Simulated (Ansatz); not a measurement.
# TiSb2: the cost of one run

Program: Ansatz 0.2.0. Level of theory: DFT PBEsol, scalar-relativistic, plane waves, PAW. These are calculated values, not measurements.

1 further run of the same task is left out (set aside as unsound or not needed).

## 1. The system as given

It takes space group I4/mcm (No. 140, tetragonal). Conventional cell: a = 6.635 Å, b = 6.635 Å, c = 5.714 Å, α = 90.00°, β = 90.00°, γ = 90.00°. Ti (site symmetry 422) is surrounded by 2 Ti at 2.86 Å and 8 Sb at 2.89 Å. Around Sb (site symmetry m2m) lie 1 Sb at 2.87 Å and 4 Ti at 2.89 Å.

As a file:

```cif
data_structure
_symmetry_space_group_name_H-M 'P 1'
_symmetry_Int_Tables_number 1
_cell_length_a 5.4931
_cell_length_b 5.4931
_cell_length_c 5.4931
_cell_angle_alpha 105.693
_cell_angle_beta 105.693
_cell_angle_gamma 117.324
_cell_volume 125.78
loop_
_atom_site_label
_atom_site_type_symbol
_atom_site_fract_x
_atom_site_fract_y
_atom_site_fract_z
_atom_site_occupancy
Ti1 Ti 0.25000 0.25000 0.00000 1
Ti2 Ti 0.75000 0.75000 0.00000 1
Sb1 Sb 0.65302 0.15302 0.80605 1
Sb2 Sb 0.15302 0.34698 0.50000 1
Sb3 Sb 0.34698 0.84698 0.19395 1
Sb4 Sb 0.84698 0.65302 0.50000 1
```

It is the result of an earlier relaxation at this level (volume 20.96 Å³/atom; gap on the mesh: none (metal)).

## 2. Static run: bands, density of states and charges

input.yaml reads:

```yaml
crystal:
  lattice:
    - [-3.3175711963, 3.3175711963, 2.8569004999]
    - [3.3175711963, -3.3175711963, 2.8569004999]
    - [3.3175711963, 3.3175711963, -2.8569004999]
  atoms:
    - { symbol: Ti, position: [0.25, 0.25, 0.0] }
    - { symbol: Ti, position: [0.75, 0.75, 0.0] }
    - { symbol: Sb, position: [0.6530229855, 0.1530229855, 0.8060459711] }
    - { symbol: Sb, position: [0.1530229855, 0.3469770145, 0.5] }
    - { symbol: Sb, position: [0.3469770145, 0.8469770145, 0.1939540289] }
    - { symbol: Sb, position: [0.8469770145, 0.6530229855, 0.5] }
basis:
  ecutwfc: 420
kpoints:
  mp_grid: { grid: [8, 8, 8] }
  band_path:
    path:
      - [[0.0, 0.0, 0.0], [0.0, 0.0, 0.5], [-0.5, 0.5, 0.5], [0.0, 0.0, 0.0], [0.43539146, 0.43539146, -0.43539146]]
      - [[-0.43539146, 0.56460854, 0.43539146], [-0.5, 0.5, 0.5]]
      - [[0.0, 0.0, 0.5], [0.25, 0.25, 0.25], [0.0, 0.5, 0.0], [0.0, 0.0, 0.0]]
    npoints: 14
hamiltonian:
  xc: pbesol
scf:
  occupations: { method: gaussian, width: 0.1 }
  n_extra_bands: 15
output:
  forces: true
  stress: true
  eigenvalues: true
  populations: true
  dos: { projected: true, de: 0.02, nscf_kmesh: { grid: [12, 12, 12] } }
  bader: true
  write_density: true
  write_potential: true
  elf: true
  volumetric_format: npy
```

Run with:

```sh
ansatz run input.yaml --threads 2 --pin off --max-ram 5120MiB --backend cpu --events-out ev --progress --plain --runs-dir out
```

Q: Estimate wall time and peak memory on 2 threads of AMD EPYC 9R45 (Zen 5), shared host.

About 40 s, with a peak of 0.96 GiB.
